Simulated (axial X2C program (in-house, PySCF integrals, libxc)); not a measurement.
# A two-component session on FeS⁺: EOM-IP-CCSD levels

Aim: EOM-IP-CCSD levels of FeS⁺, with spin–orbit coupling in the Hamiltonian from the start.

Program: an in-house X2C program for linear molecules on PySCF integrals. Level of theory: two-component X2C with atomic mean-field terms, Fe dyall-cv3z, S dyall-av3z. These are calculated values, not measurements.

## Step 1: Input

The input, task.json:

```json
{
 "zs": [
  26,
  16
 ],
 "q": 1,
 "bas": [
  "dyall-cv3z",
  "dyall-av3z"
 ],
 "r0": 2.03,
 "eom": "ip",
 "rq": 0,
 "thr": -2.0,
 "nmax": 95,
 "grid": [
  1,
  0.96,
  1.045,
  0.92,
  1.09,
  1.15
 ]
}
```

Keys: zs atomic numbers; q charge; bas basis sets; r0 starting distance in Å; eom kind of EOM run; thr threshold in hartree for freezing inner shells (an s shell follows its p shell); nmax most natural virtual spinors; grid distances as factors.

On the command line:

```bash
$ python soeom.py task.json out
```

The runs that follow: EOM-IP-CCSD at 1.990 Å.

Q: Predict the outcome of this session. Wanted: next root led by one particle; T1 of the reference.

**Answer**, as computed:

| quantity | value |
| --- | --- |
| lowest root at 1.990 Å | Ω = 3/2, 8.238 eV |
| next root led by one particle | Ω = 1/2, about 1510 cm⁻¹ higher |
| T1 of the reference | 0.082 |

Removing an electron from the reference determinant of FeS costs 8.24 eV and empties a spinor of 75% S pπ, 11% Fe pπ, 7% Fe dδ. The closed-shell reference lies 2.53 eV above the lowest determinant found, so these energies count from an excited configuration. Errors of 0.1 to 0.3 eV are usual at this size, and roots led by higher excitations are left out, so the list is incomplete, and low states of that kind can be missing. T1 or the largest double amplitude of the reference is raised, which lowers the reliability.
